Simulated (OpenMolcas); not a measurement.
# One shape, several levels: SnSiH6O (SMILES [SiH3][O][SnH3])

We compute a comparison of 6 runs (HF/STO-3G, HF/def2-SVP, M06-L/def2-SVP, SVWN5/def2-SVP, revPBE/def2-SVP, CCSD(T)/def2-SVP) of SnSiH6O. 

The calculation is run with OpenMolcas 26.06.

## 1. The molecule

The species is SnSiH6O (9 atoms), meant as a singlet with charge 0. SMILES: `[SiH3][O][SnH3]`. The Si1–H5 distance was set to 2.674 Å, away from the relaxed value. At this shape a bond of the SMILES string is far longer than usual.

Bond lengths: Si1–O2 1.627 Å, O2–Sn3 1.963 Å, Si1–H4 1.492 Å, Si1–H6 1.492 Å, Sn3–H7 1.699 Å, Sn3–H8 1.705 Å, Sn3–H9 1.705 Å. Angles: Si1–O2–Sn3 136.6°, O2–Si1–H4 111.4°, O2–Si1–H6 111.4°, O2–Sn3–H7 103.7°, O2–Sn3–H8 106.7°, O2–Sn3–H9 106.7°, H4–Si1–H6 107.4°, H7–Sn3–H8 113.3°, H7–Sn3–H9 113.3°, H8–Sn3–H9 112.3°.

## 2. The energy at HF/STO-3G (run 1)

File mol.xyz:

```xyz
9

Si    -1.087097     0.388066    -0.094127
O      0.170003    -0.485534     0.456673
Sn     0.457503    -1.863934     1.824073
H     -2.165597    -0.490134    -0.634327
H     -0.233000     2.004100    -2.046400
H     -1.689197     1.219166     0.988873
H      2.114103    -2.218034     1.697573
H     -0.545597    -3.179134     1.412373
H      0.030503    -1.166634     3.319673
```

File run.inp:

```
* H6OSiSn Hartree-Fock
&GATEWAY
BASLIB = $CurrDir
COORD = mol.xyz
BASIS = STO-3G
GROUP = NoSym
&SEWARD
&SCF
THRESHOLDS = 1e-10 1e-07 1e-07 1e-05
PRORBITALS = 1 2
```

The basis set STO-3G is read from a file made from the Basis Set Exchange's data (not shown).

Command:

```console
$ export MOLCAS_MEM=1860
$ pymolcas run.inp > run.log
```

Output:

```text
--- Start Module: gateway ---
[...]
--- Stop Module: gateway /rc=_RC_ALL_IS_WELL_ ---
--- Start Module: seward ---
[...]
      Basis functions           47
--- Stop Module: seward /rc=_RC_ALL_IS_WELL_ ---
[...]
--- Start Module: scf ---
[...]
       Convergence after  13 Iterations
[...]
::    Total SCF energy                              -6326.0130277607
[...]
      Total spin, S                                     0.0000000000
[...]
      Total electronic charge=   78.000000
      Total            charge=   -0.000000
[...]
      Dipole Moment (debye):
      Origin of the operator (angstrom)=    0.1451   -1.3198    1.3427
                   X= -3.6422E-01               Y= -2.4739E+00               Z=  2.7120E+00           Total=  3.6888E+00
      Quadrupole Moment (debye*angstrom):
[...]
--- Stop Module: scf /rc=_RC_ALL_IS_WELL_ ---
[...]
```

Run time: 3 s. Hardware: 1 thread of Intel Xeon Platinum 8259CL at 2.50GHz (Skylake/Cascade Lake), shared host; peak memory 0.38 GiB.

## 3. The energy at HF/def2-SVP (core potential) (run 2)

File coord.xyz:

```xyz
9

Si    -1.087097     0.388066    -0.094127
O      0.170003    -0.485534     0.456673
Sn     0.457503    -1.863934     1.824073
H     -2.165597    -0.490134    -0.634327
H     -0.233000     2.004100    -2.046400
H     -1.689197     1.219166     0.988873
H      2.114103    -2.218034     1.697573
H     -0.545597    -3.179134     1.412373
H      0.030503    -1.166634     3.319673
```

File job.input:

```
&GATEWAY
 BasLib
 $CurrDir
 Coord
 coord.xyz
 Basis
 def2-SVP
 Group
 NoSym

&SEWARD

&SCF
 Thresholds
 1e-10 1e-07 1e-07 1e-05
 PrOrbitals
 1 1
```

The basis set def2-SVP is read from a file made from the Basis Set Exchange's data (not shown).

Command:

```console
$ export MOLCAS_MEM=1860
$ pymolcas job.input > job.log
```

Output:

```text
--- Start Module: gateway ---
[...]
--- Stop Module: gateway /rc=_RC_ALL_IS_WELL_ ---
--- Start Module: seward ---
[...]
      Basis functions           88
--- Stop Module: seward /rc=_RC_ALL_IS_WELL_ ---
[...]
--- Start Module: scf ---
[...]
       Convergence after  12 Iterations
[...]
::    Total SCF energy                               -580.3667938768
[...]
      Total spin, S                                     0.0000000000
[...]
      Total electronic charge=   50.000000
      Total            charge=   -0.000000
[...]
      Dipole Moment (debye):
      Origin of the operator (angstrom)=    0.1451   -1.3198    1.3427
                   X= -6.1029E-01               Y= -3.5705E+00               Z=  3.9390E+00           Total=  5.3513E+00
      Quadrupole Moment (debye*angstrom):
[...]
--- Stop Module: scf /rc=_RC_ALL_IS_WELL_ ---
[...]
```

It took 10 s on 1 thread of Intel Xeon Platinum 8259CL at 2.50GHz (Skylake/Cascade Lake), shared host; peak memory 0.48 GiB.

Runs 3 to 5 aren't shown in full; the table further down has their settings and results.

## 4. A single-point energy at CCSD(T)/def2-SVP (core potential) (run 6)

File run.input:

```
&GATEWAY
 BasLib = $CurrDir
 Coord
 9
 angstrom
 Si      -1.087097       0.388066      -0.094127
 O        0.170003      -0.485534       0.456673
 Sn       0.457503      -1.863934       1.824073
 H       -2.165597      -0.490134      -0.634327
 H       -0.233000       2.004100      -2.046400
 H       -1.689197       1.219166       0.988873
 H        2.114103      -2.218034       1.697573
 H       -0.545597      -3.179134       1.412373
 H        0.030503      -1.166634       3.319673
 Basis = def2-SVP
 Group = NoSym

&SEWARD

&SCF
 Thresholds = 1e-10 1e-07 1e-07 1e-05
 PrOrbitals = 0

&RASSCF
 FileOrb = $Project.ScfOrb
 Spin = 1
 Nactel = 0 0 0
 Inactive = 25
 Ras2 = 0
 OutOrbitals = Canonical
 OrbListing = Few

&MOTRA
 JobIph
 Frozen = 10

&CCSDT
 CCT
 Triples = 2
 Iterations = 80
 Accuracy = 1e-08
 Extrapolation = 5 4
```

The basis set def2-SVP is read from a file made from the Basis Set Exchange's data (not shown).

Command:

```console
$ export MOLCAS_MEM=1860
$ pymolcas run.input > run.log
```

Output:

```text
--- Start Module: gateway ---
[...]
--- Stop Module: gateway /rc=_RC_ALL_IS_WELL_ ---
[...]
      Basis functions           88
[...]
       Convergence after  12 Iterations
[...]
::    Total SCF energy                               -580.3667938768
[...]
      Total spin, S                                     0.0000000000
[...]
      Number of active orbitals                  0
[...]
      Spin quantum number                      0.0
[...]
      Active orbitals                            0
[...]
      Number of CSFs                             1
[...]
      Number of root(s) required                 1
[...]
      Convergence after  4 iterations
[...]
      Natural orbitals and occupation numbers for root  1
      ************************************************************************************************************************
      *                                                    Final results                                                     *
      ************************************************************************************************************************
[...]
::    RASSCF root number  1 Total energy:   -580.36679388
[...]
      Total electronic charge=   50.000000
      Total            charge=   -0.000000
[...]
      Dipole Moment (debye):
      Origin of the operator (angstrom)=    0.1451   -1.3198    1.3427
                   X= -6.1029E-01               Y= -3.5705E+00               Z=  3.9390E+00           Total=  5.3513E+00
      Quadrupole Moment (debye*angstrom):
[...]
--- Start Module: motra ---
[...]
--- Stop Module: motra /rc=_RC_ALL_IS_WELL_ ---
[...]
--- Start Module: ccsdt ---
[...]
      Convergence after                    20  Iterations
      Total energy (diff) :    -580.83954238      -0.00000000
[...]
 METHOD                       : CCSD+T(CCSD)+<T3(1)WT1> = CCSD(T)
[...]
       CCSD     =      -580.8395423828855
[...]
```

Wall time 2.1 min (1 thread of Intel Xeon Platinum 8259CL at 2.50GHz (Skylake/Cascade Lake), shared host); peak memory 0.48 GiB.

## 5. All runs side by side

```
run                              level  integration grid  frozen core orbitals   energy (Eh)  dipole moment (D) of the reference  HOMO energy (eV)  LUMO energy (eV)  wall time
  1                          HF/STO-3G                 –                     –  -6326.013028                                3.69             -4.78              4.55        3 s
  2       HF/def2-SVP (core potential)                 –                     –   -580.366794                                5.35             -8.58              1.20       10 s
  3    M06-L/def2-SVP (core potential)         UltraFine                     –   -582.509844                                4.62             -5.79             -2.66       58 s
  4    SVWN5/def2-SVP (core potential)         UltraFine                     –   -580.278552                                4.17             -5.61             -2.89       28 s
  5   revPBE/def2-SVP (core potential)         UltraFine                     –   -582.320920                                4.43             -5.55             -2.78       40 s
  6  CCSD(T)/def2-SVP (core potential)                 –                    10   -580.853472                                5.35             -8.58              1.20    2.1 min
```

## 6. Summary of results

```
                                           quantity          value
                                run 6: total energy  -580.85347 Eh
          run 6: dipole moment (mean-field density)         5.35 D
         run 6: HOMO energy (Hartree–Fock orbitals)       -8.58 eV
         run 6: LUMO energy (Hartree–Fock orbitals)        1.20 eV
       run 6: HOMO–LUMO gap (Hartree–Fock orbitals)        9.78 eV
run 6: correlation energy (10 core orbitals frozen)     -486.7 mEh
                              run 6: (T) correction     -13.93 mEh
```

What this shows: Over runs 1, 2, 3, 4, 5 the dipole moment (its size) runs from 3.69 D (HF/STO-3G) to 5.35 D (HF/def2-SVP). The two ends differ in basis and core potential. Over runs 1, 2, 3, 4, 5 the HOMO–LUMO gap runs from 2.72 eV (SVWN5/def2-SVP) to 9.78 eV (HF/def2-SVP). Exact exchange widens orbital gaps. Totals of different functionals can't be ranked against each other. Some runs of one species differ in core potentials or relativity; totals across that change don't compare. In run 1 the basis is minimal, so the values are rough. In runs 1, 2, 3, 4, 5, 6 a closed-shell determinant meets a far-stretched bond, which it describes badly. In run 1 relativity is left out where basis or elements ask for it. All runs together took 4.4 min, the longest 2.1 min.
